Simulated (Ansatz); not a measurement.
# Mg: the cost of one run

Program: Ansatz 0.2.0. Level of theory: DFT LDA, scalar-relativistic. These are calculated values, not measurements.

### Step 1. The system as given

The structure is cubic, space group Fm-3m (No. 225). The conventional cell has a = 4.489 Å, b = 4.489 Å, c = 4.489 Å, α = 90.00°, β = 90.00°, γ = 90.00°. Mg (site symmetry m-3m) is surrounded by 12 Mg at 3.17 Å.

As a file:

```
Mg
1.0
     0.00000    2.24426    2.24426
     2.24426    0.00000    2.24426
     2.24426    2.24426    0.00000
Mg
1
Cartesian
  0.0000 0.0000 0.0000
```

### Step 2. The deformed structure

Space group Fm-3m before, I4/mmm after.

### Step 3. Full-potential LAPW

Contents of input.yaml:

```yaml
crystal:
  lattice:
    - [0.0, 2.244256, 2.22181344]
    - [2.244256, 0.0, 2.22181344]
    - [2.244256, 2.244256, 0.0]
  atoms:
    - { symbol: Mg, position: [0.0, 0.0, 0.0] }
kpoints:
  mp_grid: { grid: [16, 16, 16] }
  band_path:
    path:
      - [0.0, 0.0, 0.0]
      - [0.0, 0.5, 0.5]
      - [0.25, 0.75, 0.5]
      - [0.0, 0.5, 0.0]
      - [0.0, 0.0, 0.0]
      - [0.5, 0.5, 0.0]
      - [0.3775380063, 0.6224619937, 0.0]
      - [-0.3775380063, 0.3775380063, 0.0]
      - [0.0, 0.0, 0.0]
    npoints: 5
scf:
  occupations: { method: fermi_dirac, width: 0.03 }
hamiltonian:
  xc: lda
  pseudopotentials: { kind: all_electron, lapw: { basis_error: 0.001 } }
output:
  forces: true
  stress: true
  eigenvalues: true
```

Started as:

```bash
$ ansatz run input.yaml --threads 1 --pin off --max-ram 3072MiB --backend cpu --events-out ev --progress --plain --runs-dir out
```

Q: Estimate wall time and peak memory on 1 thread of Arm Neoverse V2, shared host.

About 8 s, with a peak of 0.25 GiB.
